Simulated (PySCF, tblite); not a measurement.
**C₆H₇N₃O: geometry, infrared bands and NMR shifts**

What infrared bands and NMR shifts should C₆H₇N₃O (`Cc1nnc(C=O)c(C)n1`) show?

Computed with tblite 0.8.0 and PySCF 2.14.0, with density-fitted response routines of our own, on a single molecule in the gas phase. Atoms count from 0, in the outputs and in this text.

## Step 1: The starting structure

17 atoms, charge 0, multiplicity 1; geometry from: force field or distance geometry start.

Bonds of the start (Å): C0–C1 1.51, C1–N2 1.34, N2–N3 1.37, N3–C4 1.36, C4–C5 1.48, C5–O6 1.22, C4–C7 1.38, C7–C8 1.50, C7–N9 1.35, N9–C1 1.36, C0–H10 1.09, C0–H11 1.09, C0–H12 1.08, C5–H13 1.10, C8–H14 1.08, C8–H15 1.11, C8–H16 1.09.

## Step 2: Relaxing the molecule with GFN2-xTB

The job: settings as JSON, then the geometry in Å.

```
{"job": {"kind": "relax", "xc": "GFN2-xTB", "basis": "xTB"}, "charge": 0, "multiplicity": 1}
C      2.865800    -0.979300    -0.494100
C      1.529100    -0.280200    -0.445300
N      1.421900     0.898300    -1.068000
N      0.228100     1.577700    -1.022600
C     -0.790900     1.025800    -0.305200
C     -2.026500     1.835200    -0.321000
O     -3.051900     1.517900     0.254500
C     -0.627700    -0.179700     0.340800
C     -1.717700    -0.839100     1.132900
N      0.542300    -0.858500     0.286700
H      2.725600    -2.062400    -0.420500
H      3.482800    -0.641400     0.336600
H      3.361100    -0.754600    -1.426400
H     -1.955600     2.776500    -0.893200
H     -1.379100    -1.775900     1.557800
H     -2.030000    -0.194700     1.977600
H     -2.584300    -1.053300     0.499200
```

Launch:

```sh
> OMP_NUM_THREADS=1 python probes_run.py task.json out
```

This one command runs all jobs of the session in turn.

**Question.** This job is followed by: GFN2-xTB harmonic vibrations, gas phase; GIAO PBE0/pcSseg-1 NMR shielding, non-relativistic, gas phase. What will the session give for the following? strongest single infrared mode (GFN2-xTB); zero-point energy (GFN2-xTB); 13C shifts against TMS (PBE0/pcSseg-1); 1H shifts against TMS (PBE0/pcSseg-1, means over atoms taken as alike); 15N shifts against NH3 (PBE0/pcSseg-1); 17O shifts against H2O (PBE0/pcSseg-1); surface potential, 1st and 99th percentile.

As calculated:

```
                                                              quantity                                       value
                             strongest single infrared mode (GFN2-xTB)                       1754 cm⁻¹, 288 km/mol
                                          zero-point energy (GFN2-xTB)                               77.8 kcal/mol
                                13C shifts against TMS (PBE0/pcSseg-1)  203.2, 172.0, 167.7, 155.6, 27.7, 27.2 ppm
1H shifts against TMS (PBE0/pcSseg-1, means over atoms taken as alike)                       10.80, 3.23, 3.04 ppm
                                15N shifts against NH3 (PBE0/pcSseg-1)                     511.2, 425.3, 328.4 ppm
                                17O shifts against H2O (PBE0/pcSseg-1)                                   717.1 ppm
                                 surface potential, 1st and 99th percentile                          -1.46 V and 1.03 V
```

In words: The optimisation took 26 steps and gained 0.320 eV; among the close pairs (by a distance rule), N2–N3 changed most, from 1.374 to 1.292 Å. All 45 modes are real, so the xTB geometry is a minimum. The strongest single mode, at 1754 cm⁻¹, moves mainly C5 and O6. GFN2-xTB is a fitted tight-binding method: band positions and strengths are rough. Its intensities can rank the bands wrongly. C5 (aldehyde carbonyl carbon) lies farthest downfield among carbon, at 203.2 ppm; the double bond to the heteroatom, with no lone-pair donor beside it, deshields it most. The most deshielded hydrogen is H13 (hydrogen on an aldehyde carbonyl carbon), at 10.80 ppm: the C=O anisotropy and electron withdrawal place aldehyde protons far downfield. At PBE0/pcSseg-1: Shielding is most anisotropic at O6 (span 1483 ppm, paramagnetic term -782 ppm). NICS(1)zz of -25 ppm above the planar ring from C1 marks a diatropic (aromatic) ring current. At PBE0/pcSseg-1, counted by nearest atom on the grid, the HOMO lies on N2, N3 about 31 % each; N9 17 %, the LUMO on N3 18 %; C1, C4, C5 about 15 % each.
